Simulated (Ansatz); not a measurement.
**Ba (Barium): further runs on the relaxed cell**

One table from this session's results is given with a row withheld; the runs are named, their logs left out.

The COD entry's cell or inner coordinates are ideal or old and differ from later refinements, so a difference from it is no clean test against experiment.

Method: DFT r2SCAN, scalar-relativistic, plane waves, PAW, in Ansatz 0.2.0.

1 further run of the same task is left out (set aside as unsound or not needed).

### The structure to begin with

The structure is cubic, space group Im-3m (No. 229). Conventional cell: a = 5.068 Å, b = 5.068 Å, c = 5.068 Å, α = 90.00°, β = 90.00°, γ = 90.00°. Ba (site symmetry m-3m) is surrounded by 8 Ba at 4.39 Å.

Coordinates:

```
Ba
1.0
    -2.53399    2.53399    2.53399
     2.53399   -2.53399    2.53399
     2.53399    2.53399   -2.53399
Ba
1
Direct
  0.00000 0.00000 0.00000
```

It is the result of an earlier relaxation at this level (volume 65.08 Å³/atom; gap on the mesh: none (metal)).

The first run:

Input file input.yaml:

```yaml
crystal:
  lattice:
    - [-2.5339913016, 2.5339913016, 2.5339913016]
    - [2.5339913016, -2.5339913016, 2.5339913016]
    - [2.5339913016, 2.5339913016, -2.5339913016]
  atoms:
    - { symbol: Ba, position: [0.0, 0.0, 0.0] }
basis:
  ecutwfc: 500
kpoints:
  mp_grid: { grid: [12, 12, 12] }
  band_path:
    path:
      - [[0.0, 0.0, 0.0], [0.5, -0.5, 0.5], [0.0, 0.0, 0.5], [0.0, 0.0, 0.0], [0.25, 0.25, 0.25], [0.5, -0.5, 0.5]]
      - [[0.25, 0.25, 0.25], [0.0, 0.0, 0.5]]
    npoints: 14
hamiltonian:
  xc: r2scan
scf:
  occupations: { method: gaussian, width: 0.1 }
  n_extra_bands: 6
output:
  forces: true
  stress: true
  eigenvalues: true
  populations: true
  dos: { projected: true, de: 0.02, nscf_kmesh: { grid: [18, 18, 18] } }
  bader: true
  write_density: true
  write_potential: true
  elf: true
  volumetric_format: npy
```

On the command line:

```
> ansatz run input.yaml --threads 1 --pin off --max-ram 2560MiB --backend cpu --events-out ev --progress --plain --runs-dir out
```

Among the steps run: Bands, states and charges; Volume × 0.97; Point at V/V0 = 1.03; Volume × 0.94; The cell scaled to 1.06 of its volume.

One table of the session follows, with a row left open; its other results are not shown here.

It belongs to the step «Equation of state». 

| volume (Å³/atom) | energy above the lowest point (meV/atom) | pressure (GPa) |
| --- | --- | --- |
| 61.179 | 6.4 | 0.55 |
| 63.132 | 1.6 | 0.26 |
| 65.084 | 0.0 | 0.01 |
| 67.037 | ? | ? |
| 68.989 | 5.2 | -0.43 |

Estimate the missing values for volume (Å³/atom) = 67.037.

Worked estimate for «energy above the lowest point (meV/atom)». A straight line through the neighbours (65.084, 0.0) and (68.989, 5.2) gives 0.0 + (5.2 − 0.0) × (67.037 − 65.084) / (68.989 − 65.084) = 2.6; a parabola fitted to 3 rows on both sides gives 1.2.

The run gave: energy above the lowest point (meV/atom): 1.3; pressure (GPa): -0.22. In «energy above the lowest point (meV/atom)» the line misses by +1.3 and the parabola by -0.1.
